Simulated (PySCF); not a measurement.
# ZrHOH: triplet, from a bent start

Aim: relax ZrHOH as a triplet from a bent start, check by its vibrations whether the end is a minimum, and collect its spectrum and constants.

Method: PBE0, basis Zr def2-TZVP with ECP28, H def2-TZVP, O def2-TZVP, scalar-relativistic core potentials, no spin–orbit coupling, density fitting; program: PySCF 2.14.0.

**1. The starting structure**

4 atoms, charge 0, spin multiplicity 3.

Bond lengths: Zr1–H2 1.860 Å, Zr1–O3 2.170 Å, O3–H4 0.960 Å. Angles: H2–Zr1–O3 110.0°, Zr1–O3–H4 130.0°.

Z-matrix (Å, degrees; charge 0 multiplicity 3):
```
Zr
H  1 1.8600
O  1 2.1701 2 110.00
H  3 0.9599 1 130.00 2 90.00
```

**2. First SCF at the start**

The steps below are one call of a driver around PySCF. For each, scf.py gives the equivalent set-up of the SCF; relaxations use the driver's own optimiser. After this first run the driver tries any further starts and a stability analysis.

scf.py

```python
from pyscf import gto, scf, dft
mol = gto.M(atom='''
Zr     0.000000     0.000000     0.000000
H      1.523600     0.000000     1.066900
O     -1.777600     0.000000     1.244700
H     -2.283000     0.735400     1.598600''',
    basis={'Zr': 'def2-TZVP', 'H': 'def2-TZVP', 'O': 'def2-TZVP'},
    ecp={'Zr': 'def2-TZVP'},
    charge=0, spin=2)
mf = dft.UKS(mol, xc='PBE0')
mf.grids.atom_grid = (50, 194)
aux = {'Zr': 'def2-universal-JKFIT', 'H': 'def2-universal-JKFIT', 'O': 'def2-universal-JKFIT'}
mf = mf.density_fit(auxbasis=aux)
mf.conv_tol = 1e-08
mf.diis_space = 10
mf.max_cycle = 60
mf.init_guess = 'minao'
mf.verbose = 4
mf.kernel()
```

The run is started by

```
> OMP_NUM_THREADS=2 python axn.py task.json out
```

Further steps of the session: Relaxing the triplet from the bent start; Hessian and properties.

What does the calculation give? Wanted: minimum; geometry; wavenumbers; dipole moment; highest occupied, lowest empty level; polar-tensor charge of Zr1; zero-point energy; atomisation energy; ⟨S²⟩.

**Answer**, as computed:

| quantity | value |
| --- | --- |
| minimum | triplet, Cs |
| geometry | O–H 0.956 Å, Zr–H 1.882 Å, Zr–O 1.910 Å; H–O–Zr 149.1°, H–Zr–O 123.9° |
| wavenumbers (cm⁻¹) | 334 (a'), 369 (a'), 373 (a''), 707 (a'), 1595 (a'), 3955 (a') |
| dipole moment | 1.24 D |
| highest occupied, lowest empty level (either spin) | -4.79, -1.77 eV |
| polar-tensor charge of Zr1 | +0.92 e |
| zero-point energy | 43.9 kJ/mol |
| entropy at 298.15 K | 278.3 J/(mol K) |
| atomisation energy (no zero-point energy) | 1244 kJ/mol |
| ⟨S²⟩ | 2.005 |

In words: The bent start (C1) ends in a minimum of Cs symmetry. In the infrared the band at 1595 cm⁻¹ (a') leads. Most of the spin sits on Zr1 (Mulliken spin 2.08, against 2 for the whole molecule). Other starts or spin states, not run here, may lie lower. One determinant may miss the lowest occupation of an open d or f shell.
